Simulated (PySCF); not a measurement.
# BCl₂H₅SeSi₂: electronic excitations

Aim: predict the electronic excitations of BCl₂H₅SeSi₂ (`[SiH3][Se][SiH2]B(Cl)Cl`).

Computed with PySCF 2.14.0, with density-fitted response routines of our own, on a single molecule in the gas phase. Atoms are numbered from 0 throughout.

**1. Starting geometry**

11 atoms, charge 0, multiplicity 1; geometry from: GFN2-xTB.

Bonds of the start (Å): Si0–Se1 2.30, Se1–Si2 2.30, Si2–B3 1.98, B3–Cl4 1.71, B3–Cl5 1.72, Si0–H6 1.46, Si0–H7 1.45, Si0–H8 1.46, Si2–H9 1.47, Si2–H10 1.46.

**2. TDDFT and polarisability: CAM-B3LYP/def2-SVPD**

The job: settings as JSON, then the geometry in Å.

```
{"job": {"kind": "uv", "xc": "CAM-B3LYP", "basis": "def2-SVPD", "nstates": 8, "ntriplets": 3}, "charge": 0, "multiplicity": 1}
Si     2.089932    -0.461749     0.261719
Se     0.948995     1.532266     0.277470
Si    -1.064477     1.007978    -0.706321
B     -1.909693    -0.418883     0.378247
Cl    -3.181075    -0.097295     1.482436
Cl    -1.315519    -2.035821     0.300745
H      1.634152    -1.257529     1.396279
H      3.484908    -0.070768     0.394162
H      1.801251    -1.120142    -1.006731
H     -0.745408     0.622110    -2.084546
H     -1.737641     2.302504    -0.719423
```

With the program's defaults for keys left out, this is: TDDFT CAM-B3LYP/def2-SVPD, vertical, gas phase, core orbitals frozen in the response.

Run with:

```sh
$ OMP_NUM_THREADS=1 python probes_run.py task.json out
```

This one command runs all jobs of the session in turn.

What will the session give for the following? lowest singlet (CAM-B3LYP/def2-SVPD); brightest single state of those computed; lowest triplet. Wanted: lowest singlet; brightest single state of those computed; lowest triplet.

As calculated:

| quantity | value |
| --- | --- |
| lowest singlet (CAM-B3LYP/def2-SVPD) | 3.86 eV (321 nm), f = 0.030 |
| brightest single state of those computed | state 6, 5.97 eV, f = 0.062 |
| lowest triplet | 3.43 eV |

In words: The lowest singlet, at 3.86 eV, is HOMO→LUMO 0.94 and is weak; of the 8 states computed, the strongest absorption comes from state 6 at 5.97 eV (the last state computed is bright too, and its partners may lie past the list). The lowest triplet lies 0.43 eV below the lowest singlet (triplets in Tamm-Dancoff, singlets in full TDDFT).
